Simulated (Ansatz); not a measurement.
AlO2:

```
Al O
1.0
     1.48816   -5.40283    0.00000
     1.48816    5.40283    0.00000
     0.00000    0.00000    3.64661
Al O
2 4
Direct
  0.66813 0.33187 0.75000
  0.33187 0.66813 0.25000
  0.06107 0.93893 0.75000
  0.93893 0.06107 0.25000
  0.29418 0.70582 0.75000
  0.70582 0.29418 0.25000
```

The cell comes from a database or a generator and needn't be the stable form of this composition.

Base run:

```yaml
Program: Ansatz 0.2.0
Functional: r2SCAN
Potentials_or_basis: Ansatz PAW
Cutoff: "500 eV (not typed: the program's choice for these potentials)"
k_mesh: 9 × 9 × 7
Occupations: fermi-dirac, width 0.05 eV
Spin: no spin polarisation
```

Its results: band gap on the k mesh none (metal or under the smearing width); pressure -7.4 GPa; largest force 0.786 eV/Å.

The run is repeated on the same cell with these changes: functional from r2SCAN to LDA; cutoff from 500 eV (not typed: the program's choice for these potentials) to 420 eV (not typed: the program's choice for these potentials). What comes out?

Band gap on the k mesh none (metal or under the smearing width); pressure -11.7 GPa; largest force 0.447 eV/Å.

Caveats: the PAW data sets come from PBE, with cores solved anew for the run's functional, which leaves a small shift of forces and pressure.
